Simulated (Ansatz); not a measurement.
# C2H6Sn: up Jacob's ladder to CCSD(T)

The task here is to estimate one member of a computed series from the others.

Computed with Ansatz 0.2.0, Gaussian basis. Level: functionals in def2-TZVPP, the program's frozen cores in correlated methods.

Levels to be run: LDA (SPW92), PBE-D4, revPBE-D4, BLYP-D4, r2SCAN-D4, B97M-V, PBE0-D4, B3LYP-D4, r2SCANh-D4, r2SCAN0-D4, HSE06-D4, BHLYP-D4, CAM-B3LYP-D4, LC-ωPBE, ωB97X-V, ωB97M-V, B2PLYP, PBE-QIDH; CCSD(T)/def2-SVP; CCSD(T)/def2-TZVPP; MP2/def2-QZVPP; extrapolation to the limit; RPA on PBE.

**Structure used throughout**

All runs share one geometry, relaxed beforehand with PBE0-D4 in a triple-zeta def2 set. Sn takes the def2 core potential; no spin-orbit term is included.

SMILES `[CH3][Sn][CH3]`, 9 atoms, charge 0, spin multiplicity 1.

Atoms are counted from 1 here; the program's logs count them from 0.

Bond lengths: C1–Sn2 2.190 Å, C1–H4 1.095 Å, C1–H5 1.090 Å, C1–H6 1.095 Å, Sn2–C3 2.190 Å, C3–H7 1.095 Å, C3–H8 1.090 Å, C3–H9 1.095 Å. Angles: Sn2–C1–H4 109.3°, Sn2–C1–H5 113.0°, Sn2–C1–H6 109.3°, H4–C1–H5 109.0°, H4–C1–H6 107.1°, H5–C1–H6 109.0°, C1–Sn2–C3 92.8°, Sn2–C3–H7 109.4°, Sn2–C3–H8 113.0°, Sn2–C3–H9 109.2°, H7–C3–H8 109.0°, H7–C3–H9 107.1°, H8–C3–H9 109.0°.

The first run:

The input, in.yaml:

```yaml
crystal:
  periodic: [false, false, false]
  atoms:
    - {symbol: C, position_ang: [-0.789855, 1.030047, -0.899396]}
    - {symbol: Sn, position_ang: [1.299684, 0.397864, -0.722148]}
    - {symbol: C, position_ang: [0.844711, -1.029786, 0.875370]}
    - {symbol: H, position_ang: [-1.412280, 0.160869, -1.136021]}
    - {symbol: H, position_ang: [-0.940701, 1.793237, -1.663294]}
    - {symbol: H, position_ang: [-1.133554, 1.418340, 0.064985]}
    - {symbol: H, position_ang: [0.100595, -1.749207, 0.518334]}
    - {symbol: H, position_ang: [1.723642, -1.571712, 1.225447]}
    - {symbol: H, position_ang: [0.396157, -0.495853, 1.719626]}
basis:
  gaussian: {orbitals: def2-TZVPP}
hamiltonian: {xc: lda}
output: {orbitals: {seedname: orbitals}}
```

On the command line:

```bash
$ ansatz run in.yaml --threads 4 --pin off --events-out ev --progress --plain --max-ram 10444MiB
```

Steps of the session up to this table: LDA; PBE-D4 (GGA); revPBE-D4 (GGA); BLYP-D4 (GGA); r2SCAN-D4 (meta-GGA); B97M-V (meta-GGA); PBE0-D4 (hybrid); B3LYP-D4 (hybrid); r2SCANh-D4 (hybrid); r2SCAN0-D4 (hybrid); HSE06-D4 (hybrid); BHLYP-D4 (hybrid); CAM-B3LYP-D4 (range-separated); LC-ωPBE (range-separated); ωB97X-V (range-separated); ωB97M-V (range-separated); B2PLYP (double hybrid); PBE-QIDH (double hybrid).

One table of the session follows, with a row left open; its other results are not shown here.

It belongs to the step «Orbital energies across the functionals». 

| functional | HOMO (eV) | LUMO (eV) | gap (eV) |
| --- | --- | --- | --- |
| LDA (SPW92) | ? | ? | ? |
| PBE-D4 | -4.98 | -3.05 | 1.93 |
| revPBE-D4 | -4.92 | -2.95 | 1.97 |
| BLYP-D4 | -4.87 | -3.02 | 1.85 |
| r2SCAN-D4 | -5.19 | -2.92 | 2.27 |
| B97M-V | -5.11 | -3.01 | 2.10 |
| PBE0-D4 | -5.92 | -2.30 | 3.62 |
| B3LYP-D4 | -5.78 | -2.58 | 3.21 |
| r2SCANh-D4 | -5.54 | -2.64 | 2.90 |
| r2SCAN0-D4 | -6.07 | -2.23 | 3.84 |
| HSE06-D4 | -5.54 | -2.66 | 2.87 |
| BHLYP-D4 | -6.77 | -1.58 | 5.20 |
| CAM-B3LYP-D4 | -7.15 | -1.40 | 5.75 |
| LC-ωPBE | -8.33 | -0.26 | 8.07 |
| ωB97X-V | -8.04 | -0.40 | 7.64 |
| ωB97M-V | -7.97 | -0.58 | 7.39 |

Estimate the missing values for LDA (SPW92).

**Answer.** HOMO (eV): -5.15; LUMO (eV): -3.30; gap (eV): 1.85. In the column «HOMO (eV)» it lies between r2SCAN-D4 (-5.19) and B97M-V (-5.11).
